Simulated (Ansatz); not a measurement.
# C2H8AlIn: how energies converge with the basis set

One table from this session's results is given with a row withheld; the runs are named, their logs left out.

Computed with Ansatz 0.2.0, Gaussian basis. Level: one geometry, several basis sets.

The runs, in order: PBE0-D4/def2-SVP; ωB97M-V/def2-SVP; PBE0-D4/def2-QZVPP; ωB97M-V/def2-QZVPP; the functionals' def2-TZVPP values are taken from earlier runs.

## Structure used throughout

All runs share one geometry, relaxed beforehand with PBE0-D4 in a triple-zeta def2 set. In takes the def2 core potential; no spin-orbit term is included.

SMILES `[CH3][Al]([CH3])[InH2]`, 12 atoms, charge 0, spin multiplicity 1.

Atoms are counted from 1 here; the program's logs count them from 0.

Bond lengths: C1–Al2 1.961 Å, C1–H5 1.092 Å, C1–H6 1.097 Å, C1–H7 1.095 Å, Al2–C3 1.962 Å, Al2–In4 2.675 Å, C3–H8 1.092 Å, C3–H9 1.095 Å, C3–H10 1.097 Å, In4–H11 1.743 Å, In4–H12 1.743 Å. Angles: Al2–C1–H5 114.0°, Al2–C1–H6 109.2°, Al2–C1–H7 111.4°, H5–C1–H6 107.0°, H5–C1–H7 108.3°, H6–C1–H7 106.6°, C1–Al2–C3 117.9°, C1–Al2–In4 121.0°, C3–Al2–In4 121.1°, Al2–C3–H8 114.2°, Al2–C3–H9 111.3°, Al2–C3–H10 109.2°, H8–C3–H9 108.3°, H8–C3–H10 107.0°, H9–C3–H10 106.5°, Al2–In4–H11 124.2°, Al2–In4–H12 124.2°, H11–In4–H12 111.6°.

Coordinates:

```xyz
12

C    -0.49340    1.88440   -0.38591
Al    0.02380    0.03607    0.01843
C     1.50301   -0.25003    1.27445
In   -1.25277   -2.02909   -1.10372
H    -1.04109    1.99789   -1.32418
H    -1.14539    2.25925    0.41318
H     0.37787    2.54653   -0.41434
H     1.52887   -1.24936    1.71452
H     1.48236    0.48260    2.08773
H     2.45503   -0.10543    0.74843
H    -0.77010   -2.78251   -2.59944
H    -2.66819   -2.79033   -0.42914
```

The first run:

The input, in.yaml:

```yaml
crystal:
  periodic: [false, false, false]
  atoms:
    - {symbol: C, position_ang: [-0.493397, 1.884400, -0.385911]}
    - {symbol: Al, position_ang: [0.023798, 0.036068, 0.018430]}
    - {symbol: C, position_ang: [1.503009, -0.250029, 1.274452]}
    - {symbol: In, position_ang: [-1.252770, -2.029092, -1.103720]}
    - {symbol: H, position_ang: [-1.041089, 1.997892, -1.324180]}
    - {symbol: H, position_ang: [-1.145386, 2.259249, 0.413181]}
    - {symbol: H, position_ang: [0.377874, 2.546530, -0.414342]}
    - {symbol: H, position_ang: [1.528873, -1.249359, 1.714524]}
    - {symbol: H, position_ang: [1.482364, 0.482601, 2.087727]}
    - {symbol: H, position_ang: [2.455029, -0.105430, 0.748428]}
    - {symbol: H, position_ang: [-0.770098, -2.782513, -2.599445]}
    - {symbol: H, position_ang: [-2.668189, -2.790328, -0.429144]}
basis:
  gaussian: {orbitals: def2-SVP}
hamiltonian: {xc: pbe0, dispersion: d4}
output: {orbitals: {seedname: orbitals}}
```

Launch:

```bash
$ ansatz run in.yaml --threads 4 --pin off --events-out ev --progress --plain --max-ram 10444MiB
```

Steps of the session up to this table: PBE0-D4 in def2-SVP; ωB97M-V in def2-SVP; PBE0-D4 in def2-QZVPP; ωB97M-V in def2-QZVPP.

One table of the session follows, with a row left open; its other results are not shown here.

It belongs to the step «Density functionals: the series». 

| functional | basis | HOMO (eV) | LUMO (eV) |
| --- | --- | --- | --- |
| PBE0-D4 | def2-SVP | ? | ? |
| PBE0-D4 | def2-TZVPP | -6.42 | -1.91 |
| PBE0-D4 | def2-QZVPP | -6.43 | -1.92 |
| ωB97M-V | def2-SVP | -8.32 | -0.27 |
| ωB97M-V | def2-TZVPP | -8.37 | -0.41 |
| ωB97M-V | def2-QZVPP | -8.38 | -0.45 |

**Question.** Estimate the row for PBE0-D4, def2-SVP.

The run gave: HOMO (eV): -6.39; LUMO (eV): -1.86. In the column «HOMO (eV)» it is the highest.
